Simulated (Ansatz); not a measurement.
# PtCl4: the cost of one run

Computed with Ansatz 0.2.0 (DFT PBE, scalar-relativistic, plane waves, PAW, unless a step's input says otherwise).

1 further run of the same task is left out (it didn't finish).

## Step 1: The structure to begin with

The structure is cubic, space group Pm-3m (No. 221). Conventional cell: a = 5.115 Å, b = 5.115 Å, c = 5.115 Å, α = 90.00°, β = 90.00°, γ = 90.00°. Pt (site symmetry m-3m) has 6 Cl at 2.56 Å as nearest neighbours. Cl (site symmetry m-3m) has 12 Cl at 3.62 Å as nearest neighbours. Cl (site symmetry 4/mmm) has 2 Pt at 2.56 Å as nearest neighbours.

As a file:

```xyz
5
Lattice="5.1154 0.0000 0.0000 0.0000 5.1154 0.0000 0.0000 0.0000 5.1154" Properties=species:S:1:pos:R:3 pbc="T T T"
Pt    2.5577    2.5577    2.5577
Cl    0.0000    0.0000    0.0000
Cl    2.5577    2.5577    0.0000
Cl    2.5577    0.0000    2.5577
Cl    0.0000    2.5577    2.5577
```

Recipe of the guess: species swapped into a database cell of Mn4N (Pm-3m, No. 221). Lengths come from tabulated atomic sizes and are only a guess.

## Step 2: The guess as it stands, on a coarse mesh

input.yaml reads:

```yaml
crystal:
  lattice:
    - [5.11535373, 0.0, 0.0]
    - [0.0, 5.11535373, 0.0]
    - [0.0, 0.0, 5.11535373]
  atoms:
    - { symbol: Pt, position: [0.5, 0.5, 0.5] }
    - { symbol: Cl, position: [0.0, 0.0, 0.0] }
    - { symbol: Cl, position: [0.5, 0.5, 0.0] }
    - { symbol: Cl, position: [0.5, 0.0, 0.5] }
    - { symbol: Cl, position: [0.0, 0.5, 0.5] }
basis:
  ecutwfc: 420
kpoints:
  mp_grid: { grid: [4, 4, 4] }
hamiltonian:
  xc: pbe
scf:
  occupations: { method: gaussian, width: 0.1 }
  lower_state_search: "off"
output:
  forces: true
  stress: true
  eigenvalues: true
```

Launch:

```
$ ansatz run input.yaml --threads 1 --pin off --max-ram 2048MiB --backend cpu --events-out ev --progress --plain --runs-dir out
```

**Question.** How long does this run take on 1 thread of Intel Xeon 6975P-C (Granite Rapids), shared host, and how much memory does it need?

About 1.5 s, with a peak of 0.42 GiB.
